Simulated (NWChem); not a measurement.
# C2H4BCl (SMILES C=CBCl) at 6 levels

Aim: a comparison of 6 runs (PBE0/def2-SVPD, SVWN5/def2-SVPD, B3LYP/6-31G*, B3LYP/def2-SVPD, M06-2X/def2-SVPD, MP2/def2-SVPD) of C2H4BCl. 

Program for the calculation: NWChem 7.3.0.

1 further run of the same task is left out (set aside as unsound or not needed).

### 1 The system as given

C2H4BCl: 8 atoms, total charge 0, spin state singlet. As SMILES, `C=CBCl`. Geometry: relaxed at PBE0-D4/def2-TZVP. This is one conformer, not always the lowest.

Bond lengths: C1–C2 1.337 Å, C2–B3 1.531 Å, B3–Cl4 1.750 Å, C1–H5 1.086 Å, C1–H6 1.086 Å, C2–H7 1.088 Å, B3–H8 1.194 Å. Angles: C1–C2–B3 119.9°, C2–B3–Cl4 121.0°, C1–C2–H7 118.9°, B3–C2–H7 121.2°, C2–C1–H5 120.8°, C2–C1–H6 122.7°, C2–B3–H8 121.9°, Cl4–B3–H8 117.1°, H5–C1–H6 116.4°.

### 2 Energy and forces at PBE0/def2-SVPD (run 1)

Input file run.py:

```python
from ase import Atoms
from ase.calculators.nwchem import NWChem

molecule = Atoms('CCBClHHHH', positions=[
    [0.357400, 1.219900, -0.260000],
    [0.353800, 0.057700, 0.401100],
    [-0.528600, -1.094400, -0.086400],
    [-0.555100, -2.627600, 0.756600],
    [-0.259700, 1.360400, -1.142800],
    [0.965100, 2.067000, 0.044900],
    [0.984000, -0.048700, 1.281300],
    [-1.225000, -0.991500, -1.050400],
])

calc = NWChem(
    label='sp',
    theory='dft',
    memory='2200 mb',
    basis='def2-SVPD',
    basispar='spherical bse',
    dft={'xc': 'pbe0', 'mult': '1', 'grid': 'fine', 'convergence': 'energy 1e-08', 'iterations': '100', 'mulliken': None, 'print': 'low'},
)
molecule.calc = calc

forces = molecule.get_forces()
e = molecule.get_potential_energy()
print(f"E = {e:.6f} eV")
print("forces (eV/A):")
for s, f in zip(molecule.symbols, forces):
    print(f"{s:2s} {f[0]:10.5f} {f[1]:10.5f} {f[2]:10.5f}")
```

Command:

```bash
$ export ASE_NWCHEM_COMMAND="nwchem PREFIX.nwi > PREFIX.nwo"
$ python run.py
```

The log of the run:

```text
E = -15325.071394 eV
forces (eV/A):
C     0.00098    0.18445   -0.10372
C    -0.04654   -0.26369    0.08983
B     0.05528    0.08212    0.02504
Cl   -0.01167   -0.23232    0.11781
H    -0.15601    0.04263   -0.22723
H     0.15663    0.21088    0.08258
H     0.15185   -0.02617    0.21263
H    -0.15051    0.00216   -0.19695
```

The calculator wrote sp.nwi:

```
title "sp"

permanent_dir sp

scratch_dir sp

start sp

geometry units angstrom nocenter noautosym noautoz
  C  3.5740000000000000e-01 1.2199000000000000e+00 -2.6000000000000001e-01
  C  3.5380000000000000e-01 5.7700000000000001e-02 4.0110000000000001e-01
  B  -5.2859999999999996e-01 -1.0944000000000000e+00 -8.6400000000000005e-02
  Cl -5.5510000000000004e-01 -2.6276000000000002e+00 7.5660000000000005e-01
  H  -2.5969999999999999e-01 1.3604000000000001e+00 -1.1428000000000000e+00
  H  9.6509999999999996e-01 2.0670000000000002e+00 4.4900000000000002e-02
  H  9.8399999999999999e-01 -4.8700000000000000e-02 1.2813000000000001e+00
  H  -1.2250000000000001e+00 -9.9150000000000005e-01 -1.0504000000000000e+00
end

memory 2200 mb

basis spherical bse noprint
   * library def2-SVPD
end

dft
  xc pbe0
  mult 1
  grid fine
  convergence energy 1e-08
  iterations 100
  mulliken
  print low
end

task dft gradient
```

sp.nwo:

```text
Northwest Computational Chemistry Package (NWChem) 7.3.0
             --------------------------------------------------------

           Job information
           ---------------

    nwchem branch   = 7.3.0
    use scalapack   = T
    input           = sp.nwi
    prefix          = sp.
    data base       = sp/sp.db
    status          = startup
    nproc           =        1

           Memory information
           ------------------

    heap     =     72089598 doubles =      550.0 Mbytes
    stack    =     72089595 doubles =      550.0 Mbytes
    global   =    144179200 doubles =     1100.0 Mbytes (distinct from heap & stack)
    total    =    288358393 doubles =     2200.0 Mbytes
    verify   = yes
    hardfail = no

           Directory information
           ---------------------

  0 permanent = sp
  0 scratch   = sp

                                NWChem Input Module
                                -------------------

                                        sp
                                        --

[... 26 lines left out ...]
            Nuclear Dipole moment (a.u.)
[... 74 lines left out ...]
   convergence    iter        energy       DeltaE   RMS-Dens  Diis-err    time
[... 13 lines left out ...]
         Total DFT energy =     -563.185990597203
      One electron energy =    -1013.150913313722
           Coulomb energy =      373.076108669448
    Exchange-Corr. energy =      -44.298468650998
 Nuclear repulsion energy =      121.187282698068
[... 17 lines left out ...]
     -------------------------------------------
      Total Density - Lowdin Population Analysis
     -------------------------------------------

    Atom       Charge   Shell Charges
 -----------   ------   -------------------------------------------------------
    1 C    6     5.86   1.97  0.50  0.21  0.12  1.76  0.91  0.07  0.33
    2 C    6     6.11   1.97  0.50  0.20  0.12  1.82  0.96  0.06  0.47
    3 B    5     5.26   1.96  0.40  0.17  0.11  1.32  0.57  0.20  0.53
[... 4 lines of this table left out ...]
    8 H    1     1.03   0.59  0.25  0.03  0.15

                         DFT ENERGY GRADIENTS

    atom               coordinates                        gradient
                 x          y          z           x          y          z
   1 C       0.675388   2.305277  -0.491329   -0.000019  -0.003587   0.002017
   2 C       0.668585   0.109037   0.757969    0.000905   0.005128  -0.001747
   3 B      -0.998909  -2.068116  -0.163272   -0.001075  -0.001597  -0.000487
[... 4 lines of this table left out ...]
   8 H      -2.314914  -1.873663  -1.984968    0.002927  -0.000042   0.003830

 Task  times  cpu:       76.4s     wall:       76.4s
 Total times  cpu:       76.4s     wall:       76.4s
```

Run time: 78 s. Hardware: 1 thread of Intel Xeon Platinum 8259CL at 2.50GHz (Skylake/Cascade Lake), shared host; peak memory 0.13 GiB.

### 3 Energy and forces at SVWN5/def2-SVPD (run 2)

Input file run.py:

```python
from ase import Atoms
from ase.calculators.nwchem import NWChem

system = Atoms(['C', 'C', 'B', 'Cl', 'H', 'H', 'H', 'H'], positions=[
    [0.357400, 1.219900, -0.260000],
    [0.353800, 0.057700, 0.401100],
    [-0.528600, -1.094400, -0.086400],
    [-0.555100, -2.627600, 0.756600],
    [-0.259700, 1.360400, -1.142800],
    [0.965100, 2.067000, 0.044900],
    [0.984000, -0.048700, 1.281300],
    [-1.225000, -0.991500, -1.050400],
])

calc = NWChem(
    label='c2h4bcl',
    theory='dft',
    memory='2200 mb',
    basis='def2-SVPD',
    basispar='spherical bse',
    dft={'xc': 'slater vwn_5', 'mult': '1', 'grid': 'fine', 'convergence': 'energy 1e-08', 'iterations': '100', 'mulliken': None, 'print': 'low'},
)
system.calc = calc

forces = system.get_forces()
e = system.get_potential_energy()
print(f"E = {e:.6f} eV")
print("forces (eV/A):")
for s, f in zip(system.symbols, forces):
    print(f"{s:2s} {f[0]:10.5f} {f[1]:10.5f} {f[2]:10.5f}")
```

Command:

```bash
$ export ASE_NWCHEM_COMMAND="nwchem PREFIX.nwi > PREFIX.nwo"
$ python run.py
```

The log of the run:

```text
E = -15264.480177 eV
forces (eV/A):
C     0.01023   -0.02252    0.02674
C    -0.40274   -0.55649   -0.20559
B     0.35713    0.07580    0.42099
Cl    0.00735    0.02072   -0.00221
H    -0.38299    0.05343   -0.52846
H     0.35723    0.47869    0.19006
H     0.35497   -0.07898    0.50697
H    -0.30123    0.02941   -0.40850
```

The calculator wrote c2h4bcl.nwi:

```
title "c2h4bcl"

permanent_dir c2h4bcl

scratch_dir c2h4bcl

start c2h4bcl

geometry units angstrom nocenter noautosym noautoz
  C  3.5740000000000000e-01 1.2199000000000000e+00 -2.6000000000000001e-01
  C  3.5380000000000000e-01 5.7700000000000001e-02 4.0110000000000001e-01
  B  -5.2859999999999996e-01 -1.0944000000000000e+00 -8.6400000000000005e-02
  Cl -5.5510000000000004e-01 -2.6276000000000002e+00 7.5660000000000005e-01
  H  -2.5969999999999999e-01 1.3604000000000001e+00 -1.1428000000000000e+00
  H  9.6509999999999996e-01 2.0670000000000002e+00 4.4900000000000002e-02
  H  9.8399999999999999e-01 -4.8700000000000000e-02 1.2813000000000001e+00
  H  -1.2250000000000001e+00 -9.9150000000000005e-01 -1.0504000000000000e+00
end

memory 2200 mb

basis spherical bse noprint
   * library def2-SVPD
end

dft
  xc slater vwn_5
  mult 1
  grid fine
  convergence energy 1e-08
  iterations 100
  mulliken
  print low
end

task dft gradient
```

c2h4bcl.nwo:

```text
Northwest Computational Chemistry Package (NWChem) 7.3.0
             --------------------------------------------------------

           Job information
           ---------------

    nwchem branch   = 7.3.0
    use scalapack   = T
    input           = c2h4bcl.nwi
    prefix          = c2h4bcl.
    data base       = c2h4bcl/c2h4bcl.db
    status          = startup
    nproc           =        1

           Memory information
           ------------------

    heap     =     72089598 doubles =      550.0 Mbytes
    stack    =     72089595 doubles =      550.0 Mbytes
    global   =    144179200 doubles =     1100.0 Mbytes (distinct from heap & stack)
    total    =    288358393 doubles =     2200.0 Mbytes
    verify   = yes
    hardfail = no

           Directory information
           ---------------------

  0 permanent = c2h4bcl
  0 scratch   = c2h4bcl

                                NWChem Input Module
                                -------------------

                                      c2h4bcl
                                      -------

[... 26 lines left out ...]
            Nuclear Dipole moment (a.u.)
[... 74 lines left out ...]
   convergence    iter        energy       DeltaE   RMS-Dens  Diis-err    time
[... 15 lines left out ...]
         Total DFT energy =     -560.959304446212
      One electron energy =    -1012.942435727403
           Coulomb energy =      372.797597814538
    Exchange-Corr. energy =      -42.001749231415
 Nuclear repulsion energy =      121.187282698068
[... 17 lines left out ...]
     -------------------------------------------
      Total Density - Lowdin Population Analysis
     -------------------------------------------

    Atom       Charge   Shell Charges
 -----------   ------   -------------------------------------------------------
    1 C    6     5.87   1.96  0.50  0.21  0.12  1.78  0.90  0.06  0.33
    2 C    6     6.11   1.96  0.50  0.20  0.12  1.83  0.94  0.06  0.48
    3 B    5     5.31   1.96  0.40  0.18  0.11  1.35  0.58  0.19  0.54
[... 4 lines of this table left out ...]
    8 H    1     1.02   0.57  0.26  0.03  0.16

                         DFT ENERGY GRADIENTS

    atom               coordinates                        gradient
                 x          y          z           x          y          z
   1 C       0.675388   2.305277  -0.491329   -0.000199   0.000438  -0.000520
   2 C       0.668585   0.109037   0.757969    0.007832   0.010822   0.003998
   3 B      -0.998909  -2.068116  -0.163272   -0.006945  -0.001474  -0.008187
[... 4 lines of this table left out ...]
   8 H      -2.314914  -1.873663  -1.984968    0.005858  -0.000572   0.007944

 Task  times  cpu:       64.8s     wall:       64.8s
 Total times  cpu:       64.9s     wall:       64.9s
```

Run time: 67 s. Hardware: 1 thread of Intel Xeon Platinum 8259CL at 2.50GHz (Skylake/Cascade Lake), shared host; peak memory 0.12 GiB.

### 4 Energy and forces at B3LYP/6-31G(d) (spherical functions) (run 3)

Input file run.nw:

```
start run
title "C2H4BCl"
memory total 2200 mb

geometry units atomic noautosym nocenter noautoz
   C   0.67538812  2.30527690 -0.49132879
   C   0.66858510  0.10903720  0.75796915
   B  -0.99890923 -2.06811627 -0.16327234
   Cl -1.04898697 -4.96544437  1.42976679
   H  -0.49076187  2.57078342 -2.15957902
   H   1.82377468  3.90606390  0.08484870
   H   1.85949051 -0.09202966  2.42130608
   H  -2.31491450 -1.87366345 -1.98496832
end

basis spherical bse
   * library 6-31G*
end

dft
   xc b3lyp
   grid xfine
   convergence energy 1e-08
   maxiter 100
   mulliken
end

task dft gradient
```

Command:

```bash
$ nwchem run.nw > run.out
```

The log of the run:

```text
[...]
          Wavefunction type:  closed shell.
          No. of atoms     :     8
          No. of electrons :    38
[...]
          Charge           :     0
          Spin multiplicity:     1
[...]
          AO basis - number of functions:    68
[...]
              XC Information
              --------------
                         B3LYP Method XC Potential
                     Hartree-Fock (Exact) Exchange  0.200
                        Slater Exchange Functional  0.800 local
                    Becke 1988 Exchange Functional  0.720 non-local
              Lee-Yang-Parr Correlation Functional  0.810
                  VWN I RPA Correlation Functional  0.190 local
[...]
 d= 0,ls=0.0,diis     1   -563.6320089906 -6.85D+02  1.12D-02  3.57D-01     6.1
[...]
 d= 0,ls=0.0,diis    10   -563.6800867982 -3.13D-09  4.48D-07  1.69D-09    52.4
         Total DFT energy =     -563.680086798207
      One electron energy =    -1013.866008457790
           Coulomb energy =      373.694415900435
    Exchange-Corr. energy =      -44.695768123787
 Nuclear repulsion energy =      121.187273882935
[...]
      Total Density - Mulliken Population Analysis
     ---------------------------------------------
    Atom       Charge   Shell Charges
 -----------   ------   -------------------------------------------------------
    1 C    6     6.31   2.00  0.70  2.02  0.60  0.96  0.03
    2 C    6     6.11   2.00  0.69  2.07  0.53  0.79  0.03
    3 B    5     4.91   2.00  0.60  1.42  0.40  0.43  0.06
    4 Cl  17    17.14   2.00  2.00  5.97  1.40  3.64  0.54  1.57  0.02
    5 H    1     0.84   0.53  0.31
    6 H    1     0.84   0.53  0.31
    7 H    1     0.86   0.53  0.33
    8 H    1     1.00   0.52  0.47
[...]
  wavefunction    = closed shell
                         DFT ENERGY GRADIENTS
    atom               coordinates                        gradient
                 x          y          z           x          y          z
   1 C       0.675388   2.305277  -0.491329   -0.000264  -0.007004   0.003657
   2 C       0.668585   0.109037   0.757969    0.000055   0.006650  -0.003725
   3 B      -0.998909  -2.068116  -0.163272    0.001236  -0.004674   0.004278
   4 Cl     -1.048987  -4.965444   1.429767    0.000588   0.008025  -0.003830
   5 H      -0.490762   2.570783  -2.159579    0.000480  -0.001162   0.001290
   6 H       1.823775   3.906064   0.084849   -0.000763  -0.002011   0.000164
   7 H       1.859491  -0.092030   2.421306   -0.001156   0.000035  -0.001528
   8 H      -2.314915  -1.873663  -1.984968   -0.000175   0.000140  -0.000306
[...]
```

It took 67 s on 1 thread of Intel Xeon Platinum 8259CL at 2.50GHz (Skylake/Cascade Lake), shared host; peak memory 0.14 GiB.

Runs 4 to 5 aren't shown in full; the table further down has their settings and results.

### 5 Energy and gradient at MP2/def2-SVPD (run 6)

Input file c2h4bcl.nw:

```
START c2h4bcl
TITLE "C2H4BCl gradient"
memory stack 880 mb heap 220 mb global 1100 mb

GEOMETRY units angstroms noautosym nocenter noautoz
 C     0.357400    1.219900   -0.260000
 C     0.353800    0.057700    0.401100
 B    -0.528600   -1.094400   -0.086400
 Cl   -0.555100   -2.627600    0.756600
 H    -0.259700    1.360400   -1.142800
 H     0.965100    2.067000    0.044900
 H     0.984000   -0.048700    1.281300
 H    -1.225000   -0.991500   -1.050400
END

BASIS spherical bse
 * library def2-SVPD
END

SCF
 thresh 1e-08
 maxiter 80
 print low
END

MP2
 freeze core 8
 tight
END

TASK mp2 gradient
```

Command:

```bash
$ nwchem c2h4bcl.nw > c2h4bcl.out
```

The log of the run:

```text
[...]
  functions       =   119
[...]
  wavefunction    = RHF
[...]
         Total SCF energy =   -562.059278508674
      One-electron energy =  -1012.772333188050
      Two-electron energy =    329.525771981308
 Nuclear repulsion energy =    121.187282698068
        Time for solution =     57.4s
[...]
          Total MP2 energy          -562.563684962294
[...]
                         mp2 ENERGY GRADIENTS
    atom               coordinates                        gradient
                 x          y          z           x          y          z
   1 C       0.675388   2.305277  -0.491329   -0.000381  -0.015230   0.008217
   2 C       0.668585   0.109037   0.757969   -0.001297   0.013576  -0.009450
   3 B      -0.998909  -2.068116  -0.163272    0.002499   0.000439   0.002993
   4 Cl     -1.048987  -4.965444   1.429767    0.000037   0.005993  -0.003383
   5 H      -0.490762   2.570783  -2.159579    0.002906  -0.000522   0.004077
   6 H       1.823775   3.906064   0.084849   -0.002792  -0.003634  -0.001543
   7 H       1.859490  -0.092030   2.421306   -0.002714   0.000011  -0.003540
   8 H      -2.314914  -1.873663  -1.984968    0.001742  -0.000633   0.002628
[...]
```

Wall time 2.7 min (1 thread of Intel Xeon Platinum 8259CL at 2.50GHz (Skylake/Cascade Lake), shared host); peak memory 0.48 GiB.

### 6 Overview of the runs

```
run                               level  integration grid  iteration cap  energy (Eh)  largest force (eV/Å)  wall time
  1                      PBE0/def2-SVPD              fine            100  -563.185991                 0.282       78 s
  2                     SVWN5/def2-SVPD              fine            100  -560.959304                 0.717       67 s
  3  B3LYP/6-31G* (spherical functions)             xfine            100  -563.680087                 0.458       67 s
  4                     B3LYP/def2-SVPD              fine            100  -563.494963                 0.497       76 s
  5                    M06-2X/def2-SVPD              fine            100  -563.405776                 0.342      100 s
  6                       MP2/def2-SVPD                 –             80  -562.563685                 0.890    2.7 min
```

### 7 Outcome

```
                                                      quantity          value
                                           run 6: total energy  -562.56368 Eh
run 6: dipole moment (of the density that the program reports)         2.00 D
            run 6: correlation energy (8 core orbitals frozen)     -504.4 mEh
                               run 6: largest force on an atom     0.890 eV/Å
```

What this shows: Over runs 3, 4, 5, 6 the dipole moment (its size) runs from 2.00 D (MP2/def2-SVPD) to 2.18 D (B3LYP/6-31G*). The two ends differ in method and basis. Totals of different functionals can't be ranked against each other. All runs together took 9.1 min, the longest 2.7 min.
